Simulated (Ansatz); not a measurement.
**CH₇AlBNO: one species, many methods**

The task here is to estimate one member of a computed series from the others.

The runs use Ansatz 0.2.0, Gaussian basis; functionals in def2-TZVPP, the program's frozen cores in correlated methods.

The runs, in order: PBE-D4, r2SCAN-D4, PBE0-D4, B3LYP-D4, ωB97X-V, ωB97M-V, B2PLYP; CCSD(T)/def2-TZVPP; MP2/def2-QZVPP; extrapolation to the limit.

**The relaxed structure**

All runs share one geometry, relaxed beforehand with PBE0-D4 in a triple-zeta def2 set.

12 atoms, charge 0, spin multiplicity 1.

Atoms are counted from 1 here; the program's logs count them from 0.

Bond lengths: B1–C2 1.464 Å, B1–H6 1.204 Å, B1–H7 1.196 Å, C2–N3 1.489 Å, C2–Al4 2.071 Å, C2–H8 1.085 Å, N3–Al4 1.973 Å, N3–H9 1.010 Å, N3–H10 1.012 Å, Al4–O5 1.703 Å, Al4–H11 1.568 Å, O5–H12 0.954 Å. Angles: C2–B1–H6 120.4°, C2–B1–H7 119.2°, H6–B1–H7 120.4°, B1–C2–N3 121.9°, B1–C2–Al4 90.9°, B1–C2–H8 126.1°, N3–C2–Al4 64.9°, N3–C2–H8 112.0°, Al4–C2–H8 111.7°, C2–N3–Al4 71.9°, C2–N3–H9 113.9°, C2–N3–H10 112.7°, Al4–N3–H9 121.5°, Al4–N3–H10 120.8°, H9–N3–H10 110.1°, C2–Al4–N3 43.1°, C2–Al4–O5 113.8°, C2–Al4–H11 126.9° and more.

The first run:

File in.yaml:

```yaml
crystal:
  periodic: [false, false, false]
  atoms:
    - {symbol: B, position_ang: [-0.497255, -0.331821, 1.619016]}
    - {symbol: C, position_ang: [0.268587, 0.535673, 0.722088]}
    - {symbol: N, position_ang: [1.310368, -0.004405, -0.194806]}
    - {symbol: Al, position_ang: [-0.458257, -0.475990, -0.931955]}
    - {symbol: O, position_ang: [-0.954499, 0.548125, -2.199192]}
    - {symbol: H, position_ang: [-0.246861, -1.507026, 1.689373]}
    - {symbol: H, position_ang: [-1.399055, 0.133204, 2.252799]}
    - {symbol: H, position_ang: [0.152631, 1.609671, 0.619284]}
    - {symbol: H, position_ang: [1.887691, 0.705701, -0.622961]}
    - {symbol: H, position_ang: [1.891786, -0.705868, 0.245167]}
    - {symbol: H, position_ang: [-0.668658, -2.023604, -1.070264]}
    - {symbol: H, position_ang: [-1.209578, 1.461339, -2.094547]}
basis:
  gaussian: {orbitals: def2-TZVPP}
hamiltonian: {xc: pbe, dispersion: d4}
output: {forces: true, orbitals: {seedname: orbitals}}
```

On the command line:

```sh
> ansatz run in.yaml --threads 4 --pin off --events-out ev --progress --plain --max-ram 10444MiB
```

Among the steps run: PBE-D4 (GGA); r2SCAN-D4 (meta-GGA); PBE0-D4 (hybrid); B3LYP-D4 (hybrid); ωB97X-V (range-separated); ωB97M-V (range-separated); B2PLYP (double hybrid); CCSD(T) in def2-TZVPP; MP2 in def2-QZVPP.

One table of the session follows, with a row left open; its other results are not shown here.

It belongs to the step «Atomisation energies». 

| method | atomisation energy (kJ/mol) |
| --- | --- |
| PBE-D4 | 4376.6 |
| r2SCAN-D4 | 4323.5 |
| PBE0-D4 | 4300.5 |
| B3LYP-D4 | 4310.9 |
| ωB97X-V | 4317.6 |
| ωB97M-V | 4329.9 |
| B2PLYP | 4263.7 |
| HF/def2-TZVPP | 3107.5 |
| MP2/def2-TZVPP | 4261.8 |
| CCSD/def2-TZVPP | 4128.1 |
| CCSD(T)/def2-TZVPP | ? |
| MP2/CBS | 4378.5 |
| CCSD(T)/CBS | 4307.4 |

Q: Estimate the row for CCSD(T)/def2-TZVPP from the others.

**Answer.** atomisation energy (kJ/mol): 4190.7. In the column «atomisation energy (kJ/mol)» it lies between CCSD/def2-TZVPP (4128.1) and MP2/def2-TZVPP (4261.8).

Limits of these values: Free atoms (1 B, 1 C, 1 N, 1 Al, 1 O, 7 H) were run apart at each level; the atomisation energy is their sum less the molecule, without zero-point or spin-orbit terms.
